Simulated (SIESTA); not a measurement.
# Ge3Pd under changes of volume

One of the cells (17.766 Å³/atom); the others are scaled copies at fixed shape and fractional positions:

```
Pd Ge
1.0
     4.14202    0.00000    0.00000
     0.00000    4.14202    0.00000
     0.00000    0.00000    4.14202
Pd Ge
1 3
Direct
  0.00000 0.00000 0.00000
  0.50000 0.50000 0.00000
  0.50000 0.00000 0.50000
  0.00000 0.50000 0.50000
```

The cell comes from a database or a generator and needn't be the stable form of this composition.

| Item | Value |
| --- | --- |
| Program | SIESTA 5.4.2 |
| Functional | LDA |
| Potentials or basis | PseudoDojo 0.4 standard (LDA files) |
| Basis | DZP (energy shift 0.003 Ry; two zetas on semicore shells) |
| Grid cutoff | 800 Ry |
| Energy shift | 0.003 Ry |
| k mesh | 7 × 7 × 7 |
| Occupations | fermi-dirac, width 0.05 eV |
| Spin | no spin polarisation |

| volume (Å³/atom) | energy over the lowest point (meV/atom) | pressure (GPa) |
| --- | --- | --- |
| 16.700 | 0.00 | -0.3 |
| 17.055 | 3.22 | -2.4 |
| 17.410 | 10.67 | -4.2 |
| 17.766 | 21.95 | -5.8 |
| 18.121 | 36.52 | -7.2 |
| 18.476 | 54.09 | -8.5 |
| 18.831 | ? | ? |

What does the run at 18.831 Å³/atom give?

Energy over the lowest point 74.14 meV/atom; pressure -9.5 GPa.

Worked out: A Birch-Murnaghan fit of order 3 (a polynomial in V^(-2/3)) to the other rows has its minimum at 16.63 Å³/atom, just outside them, with B0 = V·E''(V) = 103 GPa and B' = 4.5. It gives 74.29 meV/atom at 18.831 Å³/atom, against the run's 74.14, and -dE/dV = -9.7 GPa, against -9.5.

Energies are extrapolated to zero smearing.

Caveats: the basis of atomic orbitals isn't converged, which shifts pressures, moduli and gaps.
